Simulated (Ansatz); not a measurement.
**BaY in Ansatz: convergence with xc grid**

The system is BaY.

```xyz
2
Lattice="4.2557 0.0000 0.0000 0.0000 4.2557 0.0000 0.0000 0.0000 4.4754" Properties=species:S:1:pos:R:3 pbc="T T T"
Ba   -0.0339   -0.0085    0.0058
Y     2.1381    2.1129    2.2217
```

The cell was built by a generator and needn't be a form met in nature.

The cell isn't the ideal one: atoms moved at random, drawn with an rms of 0.05 Å.

| Property | Result |
| --- | --- |
| Program | Ansatz 0.2.0 |
| Task | convergence study |
| Functional | r2SCAN |
| Potentials or basis | Ansatz PAW |
| Cutoff | 500 eV (not typed: the program's choice for these potentials) |
| k mesh | 5 × 5 × 5 |
| Occupations | methfessel-paxton, width 0.1 eV |
| Spin | no spin polarisation |

These are the settings of the first run; the series varies xc grid, with any setting tied to it.

Hardware: 2 threads of Arm Neoverse V2, with other jobs on the host.

```tsv
xc grid	energy less the tightest run, at zero smearing (meV/atom)	SCF cycles	CPU time (s)	peak memory (GiB)
1	-0.05	6	14	0.43
2	0.00	6	14	0.44
3	0.00	6	15	0.47
4	0.00	6	16	0.54
5	0.00	6	18	0.68
```

Against the tightest run, the energy stays within 1 meV/atom from 1 on. The tightest run that finished is the yardstick and may itself not be fully converged.

 Spin-orbit coupling is left out, which matters for the levels of Ba.
